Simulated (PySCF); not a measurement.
# Os3 (Os3-): the cost of one run

The runs use PySCF 2.14.0; PBE0, Os def2-SVP with ECP60; scalar-relativistic core potentials, no spin–orbit coupling.

5 further runs of the same task are left out: 2 for a known fault of the program, 3 that didn't finish.

### 1 The starting structure

3 atoms, charge -1, spin multiplicity 2.

Bond lengths: Os1–Os2 2.271 Å, Os2–Os3 2.217 Å. Angles: Os1–Os2–Os3 180.0°.

Geometry (Å):

```xyz
3

Os    0.0000    0.0000    2.2532
Os    0.0000    0.0000   -0.0179
Os    0.0000    0.0000   -2.2353
```

An earlier session relaxed this geometry at PBE0, Os def2-SVP with ECP60 (doublet, point group D∞h).

Its energy there is -271.891283 Eh.

### 2 Atoms moved at random, σ = 0.15 Å

File run.py (the lines that set the calculation):

```python
mol = gto.M(atom='''
Os    -0.12815    -0.02529     2.23272
Os     0.09117     0.29530     0.02155
Os     0.03698    -0.27001    -2.25427''',
    basis={'Os': 'def2-SVP'},
    ecp={'Os': 'def2-SVP'},
    charge=-1, spin=1)
mf = dft.UKS(mol, xc='PBE0')
mf.grids.atom_grid = (50, 194)
mf = mf.density_fit()  # fitting sets: Os def2-universal-JKFIT
mf.conv_tol = 1e-08; mf.max_cycle = 55
mf.kernel(dm0)  # dm0: the density of the relaxed state
```

Started as:

```console
$ OMP_NUM_THREADS=2 python run.py
```

**Question.** How long does this run take on 2 threads of Intel Xeon at 2.70GHz, shared host?

About 9.2 s.
